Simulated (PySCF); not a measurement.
# M11/def2-mTZVP (ddPCM chloroform) run of GaNH6 (SMILES [NH3+][GaH3-])

Aim: the energy difference between two shapes of GaNH6 at M11/def2-mTZVP (ddPCM chloroform), from 2 runs. The job is set up through a Python script.

Program for the calculation: PySCF 2.14.0.

6 further runs of the same task are left out: 3 that didn't finish, 3 set aside as unsound or not needed.

## (1) The structure to begin with

GaNH6: 8 atoms, total charge 0, spin state singlet. As SMILES, `[NH3+][GaH3-]`. Geometry: relaxed at PBE0-D4/def2-TZVP.

Bond lengths: N1–Ga2 2.151 Å, N1–H3 1.013 Å, N1–H4 1.013 Å, N1–H5 1.013 Å, Ga2–H6 1.582 Å, Ga2–H7 1.582 Å, Ga2–H8 1.582 Å. Some angles: N1–Ga2–H6 98.3°, N1–Ga2–H7 98.3°, N1–Ga2–H8 98.3°, Ga2–N1–H3 110.7°, Ga2–N1–H4 110.7°, Ga2–N1–H5 110.7°, H6–Ga2–H7 118.0°, H6–Ga2–H8 118.0°, H7–Ga2–H8 118.0°, H3–N1–H4 108.2°.

## (2) A single-point energy at M11/def2-mTZVP (ddPCM chloroform)

calc.py

```python
from pyscf import gto, dft, solvent

mol = gto.Mole()
mol.atom = '''
N     -0.592051    -0.290262    -1.833412
Ga     0.693907     0.289506     1.979488
H     -0.632113     1.366650    -2.793015
H     -2.357244    -1.032924    -1.846262
H      0.571264    -1.493640    -2.763724
H     -1.427121     2.200586     2.864069
H      3.401885     1.391216     1.358335
H      0.515895    -2.538847     2.929264
'''
mol.verbose = 4
mol.unit = 'bohr'
mol.basis = 'def2-mtzvp'
mol.charge = 0
mol.max_memory = 1860
mol.build()

mf = dft.RKS(mol)
mf.xc = 'hyb_mgga_x_m11,mgga_c_m11'
mf = solvent.ddPCM(mf)
mf.with_solvent.eps = 4.7113  # chloroform
mf.kernel()

etot = mf.e_tot
print('E(%s) = %.9f' % ('M11', etot))
dip = mf.dip_moment()
pop, q = mf.mulliken_pop()
```

On the command line:

```console
$ OMP_NUM_THREADS=1 python calc.py
```

The program printed:

```text
PySCF version 2.14.0

[INPUT] num. atoms = 8
[INPUT] num. electrons = 44
[INPUT] charge = 0
[INPUT] spin (= nelec alpha-beta = 2S) = 0
[INPUT] symmetry False subgroup None
[INPUT] Mole.unit = bohr
[INPUT] Symbol           X                Y                Z      unit          X                Y                Z       unit  Magmom
[INPUT]  1 N     -0.313299896902  -0.153600035596  -0.970199848627 AA   -0.592051000000  -0.290262000000  -1.833412000000 Bohr   0.0
[INPUT]  2 Ga     0.367199770898   0.153199977625   1.047499938890 AA    0.693907000000   0.289506000000   1.979488000000 Bohr   0.0
[INPUT]  3 H     -0.334499794326   0.723200035304  -1.477999887758 AA   -0.632113000000   1.366650000000  -2.793015000000 Bohr   0.0
[INPUT]  4 H     -1.247399805378  -0.546599841412  -0.976999775788 AA   -2.357244000000  -1.032924000000  -1.846262000000 Bohr   0.0
[INPUT]  5 H      0.302299890219  -0.790400249319  -1.462499758073 AA    0.571264000000  -1.493640000000  -2.763724000000 Bohr   0.0
[INPUT]  6 H     -0.755199910425   1.164499961870   1.515600045302 AA   -1.427121000000   2.200586000000   2.864069000000 Bohr   0.0
[INPUT]  7 H      1.800200016171   0.736199802667   0.718799926795 AA    3.401885000000   1.391216000000   1.358335000000 Bohr   0.0
[INPUT]  8 H      0.272999877228  -1.343499974413   1.550099753568 AA    0.515895000000  -2.538847000000   2.929264000000 Bohr   0.0

nuclear repulsion = 120.724149022126
number of shells = 41
number of NR pGTOs = 152
number of NR cGTOs = 73
basis = def2-mtzvp
ecp = {}

******** <class 'pyscf.solvent._attach_solvent.ddPCMRKS'> ********
method = ddPCMRKS
initial guess = minao
damping factor = 0
level_shift factor = 0
DIIS = <class 'pyscf.scf.diis.CDIIS'>
diis_start_cycle = 1
diis_space = 8
diis_damp = 0
SCF conv_tol = 1e-09
SCF conv_tol_grad = None
SCF max_cycles = 50
direct_scf = True
direct_scf_tol = 1e-13
XC library pyscf.dft.libxc version 7.0.0
[... 16 lines left out ...]
WARN: ddPCM is an experimental feature. It is still in testing.
[... 21 lines left out ...]
Solvent Energy = -0.000118262315030859
[... 3 lines left out ...]
Solvent Energy = -0.00672875819534649
[... 3 lines left out ...]
Solvent Energy = -0.00570710062921351
[... 3 lines left out ...]
Solvent Energy = -0.00577849111068583
[... 3 lines left out ...]
Solvent Energy = -0.00581698904454485
[... 3 lines left out ...]
Solvent Energy = -0.00582756796340389
[... 3 lines left out ...]
Solvent Energy = -0.00583509462957001
[... 3 lines left out ...]
Solvent Energy = -0.00583685491858565
[... 3 lines left out ...]
Solvent Energy = -0.00583776800870386
[... 3 lines left out ...]
Solvent Energy = -0.00583809109314296
[... 3 lines left out ...]
Solvent Energy = -0.0058381332342325
[... 3 lines left out ...]
Solvent Energy = -0.00583814357158332
[... 3 lines left out ...]
Solvent Energy = -0.00583814546280946
[... 3 lines left out ...]
Solvent Energy = -0.00583814560498877
[... 3 lines left out ...]
Solvent Energy = -0.00583814563145229
[... 1 line left out ...]
converged SCF energy = -1982.9823648376
[... 1 line left out ...]
Dipole moment(X, Y, Z, Debye): -1.83114, -0.82703, -5.43206
[... 43 lines left out ...]
pop of  1 Ga 3dz^2        1.76155
pop of  1 Ga 3dxz         1.75868
pop of  1 Ga 3dx2-y2      1.75515
pop of  1 Ga 4dxy         0.23265
pop of  1 Ga 4dyz         0.22999
pop of  1 Ga 4dz^2        0.23120
pop of  1 Ga 4dxz         0.22919
pop of  1 Ga 4dx2-y2      0.23261
pop of  1 Ga 5dxy         0.03779
pop of  1 Ga 5dyz         0.02189
pop of  1 Ga 5dz^2        0.02614
pop of  1 Ga 5dxz         0.02075
pop of  1 Ga 5dx2-y2      0.03764
pop of  2 H 1s            0.26180
pop of  2 H 2s            0.29555
pop of  2 H 3s            0.03075
pop of  3 H 1s            0.26180
pop of  3 H 2s            0.29551
pop of  3 H 3s            0.03072
pop of  4 H 1s            0.26183
pop of  4 H 2s            0.29540
pop of  4 H 3s            0.03069
pop of  5 H 1s            0.23637
pop of  5 H 2s            0.52586
pop of  5 H 3s            0.45092
pop of  6 H 1s            0.23638
pop of  6 H 2s            0.52583
pop of  6 H 3s            0.45089
pop of  7 H 1s            0.23635
pop of  7 H 2s            0.52585
pop of  7 H 3s            0.45077
 ** Mulliken atomic charges  **
charge of    0N =     -1.06970
charge of    1Ga =      0.47297
charge of    2H =      0.41191
charge of    3H =      0.41197
charge of    4H =      0.41208
charge of    5H =     -0.21315
charge of    6H =     -0.21310
charge of    7H =     -0.21297
```

It took 60 s on 1 thread of AMD EPYC (Zen 3), shared host; peak memory 0.4 GiB.

## (3) The distorted shape at the same level

input.py

```python
from pyscf import gto, dft, solvent

mol = gto.M(
    atom='''
N     -0.547962    -0.254006    -1.841725
Ga     0.661890     0.308749     1.962653
H     -0.654552     1.365123    -2.793365
H     -2.397371    -1.083586    -1.877825
H      0.587865    -1.464472    -2.749274
H     -1.455163     2.193449     2.877580
H      3.449699     1.413249     1.359888
H      0.473316    -2.541372     2.879272
''',
    charge=0,
    max_memory=1860,
    verbose=4,
    basis='def2-mtzvp',
    unit='bohr',
)

myscf = dft.RKS(mol)
myscf.xc = 'hyb_mgga_x_m11,mgga_c_m11'
myscf = solvent.ddPCM(myscf)
myscf.with_solvent.eps = 4.7113  # chloroform
myscf.kernel()

e_final = myscf.e_tot
print('Final energy', e_final)
dip = myscf.dip_moment()
pop, q = myscf.mulliken_pop()
```

On the command line:

```console
$ OMP_NUM_THREADS=1 python input.py
```

The program printed:

```text
PySCF version 2.14.0

[INPUT] num. atoms = 8
[INPUT] num. electrons = 44
[INPUT] charge = 0
[INPUT] spin (= nelec alpha-beta = 2S) = 0
[INPUT] symmetry False subgroup None
[INPUT] Mole.unit = bohr
[INPUT] Symbol           X                Y                Z      unit          X                Y                Z       unit  Magmom
[INPUT]  1 N     -0.289969002850  -0.134414186637  -0.974598898782 AA   -0.547962000000  -0.254006000000  -1.841725000000 Bohr   0.0
[INPUT]  2 Ga     0.350257104136   0.163382934694   1.038591240544 AA    0.661890000000   0.308749000000   1.962653000000 Bohr   0.0
[INPUT]  3 H     -0.346374001762   0.722391981703  -1.478185099782 AA   -0.654552000000   1.365123000000  -2.793365000000 Bohr   0.0
[INPUT]  4 H     -1.268634099320  -0.573409017272  -0.993702196096 AA   -2.397371000000  -1.083586000000  -1.877825000000 Bohr   0.0
[INPUT]  5 H      0.311084761097  -0.774965208430  -1.454853147375 AA    0.587865000000  -1.464472000000  -2.749274000000 Bohr   0.0
[INPUT]  6 H     -0.770039097774   1.160723224115   1.522749758599 AA   -1.455163000000   2.193449000000   2.877580000000 Bohr   0.0
[INPUT]  7 H      1.825502095334   0.747859164155   0.719621739004 AA    3.449699000000   1.413249000000   1.359888000000 Bohr   0.0
[INPUT]  8 H      0.250468040764  -1.344836146870   1.523645126440 AA    0.473316000000  -2.541372000000   2.879272000000 Bohr   0.0

nuclear repulsion = 120.862484235321
number of shells = 41
number of NR pGTOs = 152
number of NR cGTOs = 73
basis = def2-mtzvp
ecp = {}

******** <class 'pyscf.solvent._attach_solvent.ddPCMRKS'> ********
method = ddPCMRKS
initial guess = minao
damping factor = 0
level_shift factor = 0
DIIS = <class 'pyscf.scf.diis.CDIIS'>
diis_start_cycle = 1
diis_space = 8
diis_damp = 0
SCF conv_tol = 1e-09
SCF conv_tol_grad = None
SCF max_cycles = 50
direct_scf = True
direct_scf_tol = 1e-13
XC library pyscf.dft.libxc version 7.0.0
[... 16 lines left out ...]
WARN: ddPCM is an experimental feature. It is still in testing.
[... 21 lines left out ...]
Solvent Energy = -0.000122093021158054
[... 3 lines left out ...]
Solvent Energy = -0.00701497888366943
[... 3 lines left out ...]
Solvent Energy = -0.00590542595766953
[... 3 lines left out ...]
Solvent Energy = -0.00598210043489391
[... 3 lines left out ...]
Solvent Energy = -0.00602076969831147
[... 3 lines left out ...]
Solvent Energy = -0.00603073255529534
[... 3 lines left out ...]
Solvent Energy = -0.00603908852448939
[... 3 lines left out ...]
Solvent Energy = -0.00604118586611941
[... 3 lines left out ...]
Solvent Energy = -0.00604169995654867
[... 3 lines left out ...]
Solvent Energy = -0.0060418434724332
[... 3 lines left out ...]
Solvent Energy = -0.00604188561963369
[... 3 lines left out ...]
Solvent Energy = -0.00604189605142709
[... 3 lines left out ...]
Solvent Energy = -0.00604189777104113
[... 3 lines left out ...]
Solvent Energy = -0.00604189775593961
[... 3 lines left out ...]
Solvent Energy = -0.00604189774204656
[... 1 line left out ...]
converged SCF energy = -1982.97915849621
Final energy -1982.9791584962109
Dipole moment(X, Y, Z, Debye): -2.02069, -0.85099, -5.49595
[... 43 lines left out ...]
pop of  1 Ga 3dz^2        1.76197
pop of  1 Ga 3dxz         1.75887
pop of  1 Ga 3dx2-y2      1.75559
pop of  1 Ga 4dxy         0.23221
pop of  1 Ga 4dyz         0.22993
pop of  1 Ga 4dz^2        0.23125
pop of  1 Ga 4dxz         0.22903
pop of  1 Ga 4dx2-y2      0.23226
pop of  1 Ga 5dxy         0.03781
pop of  1 Ga 5dyz         0.02135
pop of  1 Ga 5dz^2        0.02700
pop of  1 Ga 5dxz         0.02074
pop of  1 Ga 5dx2-y2      0.03861
pop of  2 H 1s            0.26805
pop of  2 H 2s            0.28811
pop of  2 H 3s            0.02754
pop of  3 H 1s            0.24284
pop of  3 H 2s            0.31589
pop of  3 H 3s            0.03880
pop of  4 H 1s            0.26601
pop of  4 H 2s            0.29011
pop of  4 H 3s            0.02834
pop of  5 H 1s            0.23684
pop of  5 H 2s            0.52574
pop of  5 H 3s            0.44575
pop of  6 H 1s            0.23184
pop of  6 H 2s            0.52625
pop of  6 H 3s            0.46224
pop of  7 H 1s            0.23580
pop of  7 H 2s            0.52583
pop of  7 H 3s            0.45386
 ** Mulliken atomic charges  **
charge of    0N =     -1.06153
charge of    1Ga =      0.47136
charge of    2H =      0.41631
charge of    3H =      0.40247
charge of    4H =      0.41554
charge of    5H =     -0.20833
charge of    6H =     -0.22033
charge of    7H =     -0.21549
```

It took 58 s on 1 thread of AMD EPYC (Zen 3), shared host; peak memory 0.4 GiB.

## (4) Summary of results

Level: M11/def2-mTZVP (ddPCM chloroform).

```
                                   quantity           value
                  first shape: total energy  -1982.98236 Eh
                 first shape: dipole moment          5.79 D
                   first shape: HOMO energy       -10.25 eV
                   first shape: LUMO energy         1.76 eV
                 first shape: HOMO–LUMO gap        12.01 eV
    first shape: solvent term in the energy    -15.3 kJ/mol
              distorted shape: total energy  -1982.97916 Eh
             distorted shape: dipole moment          5.92 D
               distorted shape: HOMO energy       -10.17 eV
               distorted shape: LUMO energy         1.73 eV
             distorted shape: HOMO–LUMO gap        11.90 eV
distorted shape: solvent term in the energy    -15.9 kJ/mol
     energy change with the atoms displaced        0.087 eV
```

**Reading.** With the atoms displaced the energy rises by 0.09 eV (2.0 kcal/mol). The first shape isn't relaxed at this level, so the change isn't measured from a minimum.
